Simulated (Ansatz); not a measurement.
# CH6Cl2O4Si2: a ladder of functionals and wavefunction methods

The task here is to estimate one member of a computed series from the others.

Method: functionals in def2-TZVPP, the program's frozen cores in correlated methods; program: Ansatz 0.2.0, Gaussian basis.

The runs, in order: PBE-D4, r2SCAN-D4, PBE0-D4, B3LYP-D4, ωB97X-V, ωB97M-V, B2PLYP; CCSD(T)/def2-TZVPP; MP2/def2-QZVPP; extrapolation to the limit.

1 further run of the same task is left out (it didn't finish).

### The relaxed structure

An earlier PBE0-D4 in a triple-zeta def2 set relaxation fixed the geometry.

SMILES `O[Si](O)(Cl)C[Si](O)(O)Cl`, 15 atoms, charge 0, spin multiplicity 1.

Atoms are counted from 1 here; the program's logs count them from 0.

Bond lengths: O1–Si2 1.648 Å, O1–H10 0.959 Å, Si2–O3 1.627 Å, Si2–Cl4 2.043 Å, Si2–C5 1.849 Å, O3–H11 0.966 Å, C5–Si6 1.849 Å, C5–H12 1.093 Å, C5–H13 1.093 Å, Si6–O7 1.648 Å, Si6–O8 1.627 Å, Si6–Cl9 2.043 Å, O7–H14 0.959 Å, O8–H15 0.966 Å. Angles: Si2–O1–H10 117.9°, O1–Si2–O3 112.8°, O1–Si2–Cl4 108.8°, O1–Si2–C5 104.0°, O3–Si2–Cl4 105.6°, O3–Si2–C5 111.9°, Cl4–Si2–C5 113.9°, Si2–O3–H11 113.0°, Si2–C5–Si6 109.5°, Si2–C5–H12 110.3°, Si2–C5–H13 109.2°, Si6–C5–H12 109.2°, Si6–C5–H13 110.3°, H12–C5–H13 108.4°, C5–Si6–O7 104.0°, C5–Si6–O8 111.9°, C5–Si6–Cl9 113.9°, O7–Si6–O8 112.8° and more.

Set-up of the first run:

The input, in.yaml:

```yaml
crystal:
  periodic: [false, false, false]
  atoms:
    - {symbol: O, position_ang: [-0.488305, -1.774923, 0.844610]}
    - {symbol: Si, position_ang: [-0.135319, -0.297056, 1.483962]}
    - {symbol: O, position_ang: [-1.441996, 0.663619, 1.611913]}
    - {symbol: Cl, position_ang: [0.549419, -0.550299, 3.391653]}
    - {symbol: C, position_ang: [1.122936, 0.402615, 0.323073]}
    - {symbol: Si, position_ang: [0.440941, 0.406661, -1.396021]}
    - {symbol: O, position_ang: [-0.967476, 1.252971, -1.263466]}
    - {symbol: O, position_ang: [0.219712, -1.101864, -1.963549]}
    - {symbol: Cl, position_ang: [1.643040, 1.336427, -2.760863]}
    - {symbol: H, position_ang: [-1.087342, -2.343391, 1.332840]}
    - {symbol: H, position_ang: [-1.697095, 1.068826, 0.772881]}
    - {symbol: H, position_ang: [2.035748, -0.198610, 0.346986]}
    - {symbol: H, position_ang: [1.372849, 1.420621, 0.633679]}
    - {symbol: H, position_ang: [-1.462029, 1.429344, -2.066387]}
    - {symbol: H, position_ang: [-0.105083, -1.714950, -1.291331]}
basis:
  gaussian: {orbitals: def2-TZVPP}
hamiltonian: {xc: pbe, dispersion: d4}
output: {forces: true, orbitals: {seedname: orbitals}}
```

Among the steps run: PBE-D4 (GGA); r2SCAN-D4 (meta-GGA); PBE0-D4 (hybrid); B3LYP-D4 (hybrid); ωB97X-V (range-separated); ωB97M-V (range-separated); B2PLYP (double hybrid); CCSD(T) in def2-TZVPP; MP2 in def2-QZVPP.

One table of the session follows, with a row left open; its other results are not shown here.

```
            method  atomisation energy (kJ/mol)
            PBE-D4                       6170.1
         r2SCAN-D4                       6112.4
           PBE0-D4                       6044.7
          B3LYP-D4                       6027.2
           ωB97X-V                       6101.0
           ωB97M-V                       6120.0
            B2PLYP                       5988.2
     HF/def2-TZVPP                       4346.4
    MP2/def2-TZVPP                       6125.1
   CCSD/def2-TZVPP                       5813.5
CCSD(T)/def2-TZVPP                       5920.0
           MP2/CBS                       6324.2
       CCSD(T)/CBS                            ?
```

Estimate the missing values for CCSD(T)/CBS.

As computed: atomisation energy (kJ/mol): 6119.2. In the column «atomisation energy (kJ/mol)» it lies between r2SCAN-D4 (6112.4) and ωB97M-V (6120.0).

Limits of these values: Free atoms (4 O, 2 Si, 2 Cl, 1 C, 6 H) were run apart at each level; the atomisation energy is their sum less the molecule, without zero-point or spin-orbit terms.
